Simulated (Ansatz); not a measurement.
# GaH6NO2: the cost of one run

Computed with Ansatz 0.2.0, Gaussian basis. Level: PBE0-D4, def2-SVP first, then def2-TZVP.

152 further runs of the same task are left out: 152 set aside as unsound or not needed. Runs told in other sessions of the task aren't counted.

### 1 Starting geometry

The guess: 10 atoms, charge 0, spin multiplicity 1.

Atoms are counted from 1 here; the program's logs count them from 0.

Bond lengths: Ga1–H2 1.898 Å, Ga1–O3 1.723 Å, Ga1–O4 1.723 Å, Ga1–H5 1.953 Å, Ga1–N6 1.955 Å, O3–H7 0.954 Å, O4–H8 0.953 Å, N6–H9 1.016 Å, N6–H10 1.016 Å. Angles: H2–Ga1–O3 110.4°, H2–Ga1–O4 110.4°, H2–Ga1–H5 32.8°, H2–Ga1–N6 77.1°, O3–Ga1–O4 113.2°, O3–Ga1–H5 121.6°, O3–Ga1–N6 119.5°, O4–Ga1–H5 121.6°, O4–Ga1–N6 119.5°, H5–Ga1–N6 44.2°, Ga1–O3–H7 128.7°, Ga1–O4–H8 128.7°, Ga1–N6–H9 122.6°, Ga1–N6–H10 122.6°, H9–N6–H10 105.8°.

Geometry (Å):

```
atom    x (Å)    y (Å)    z (Å)
 Ga1   0.4842   0.2487  -0.2568
  H2   0.4422  -1.6488  -0.2654
  O3   0.4608   0.8580  -1.8684
  O4   1.8255   0.8162   0.6639
  H5  -0.4844  -1.3734   0.2385
  N6  -1.2025  -0.1552   0.6455
  H7  -0.1514   0.6585  -2.5717
  H8   2.0719   0.5928   1.5574
  H9  -2.1073   0.0133   0.2154
 H10  -1.3390  -0.0101   1.6417
```

Distances that are to change: Ga1–N6 1.96 Å, H2–H5 1.09 Å, Ga1–H2 1.90 Å, H5–N6 1.47 Å.

### 2 Constrained relaxation of the guess

The input, hold/in.yaml:

```yaml
crystal:
  periodic: [false, false, false]
  atoms:
    - {symbol: Ga, position_ang: [0.484200, 0.248700, -0.256800]}
    - {symbol: H, position_ang: [0.442200, -1.648800, -0.265400]}
    - {symbol: O, position_ang: [0.460800, 0.858000, -1.868400]}
    - {symbol: O, position_ang: [1.825500, 0.816200, 0.663900]}
    - {symbol: H, position_ang: [-0.484400, -1.373400, 0.238500]}
    - {symbol: N, position_ang: [-1.202500, -0.155200, 0.645500]}
    - {symbol: H, position_ang: [-0.151400, 0.658500, -2.571700]}
    - {symbol: H, position_ang: [2.071900, 0.592800, 1.557400]}
    - {symbol: H, position_ang: [-2.107300, 0.013300, 0.215400]}
    - {symbol: H, position_ang: [-1.339000, -0.010100, 1.641700]}
basis:
  gaussian: {orbitals: def2-SVP}
hamiltonian: {xc: pbe0, dispersion: d4}
relax: {f_tol: 0.04, max_steps: 150, escape_saddle: false, constraints: [{distance: [0, 5]}, {distance: [1, 4]}, {distance: [0, 1]}, {distance: [4, 5]}]}
```

Launch:

```console
$ ansatz run in.yaml --threads 4 --pin off --events-out ev --progress --plain --max-ram 9574MiB
```

**Question.** How long does this run take on 4 threads of AMD EPYC 9R45, shared host?

About 5.5 s.
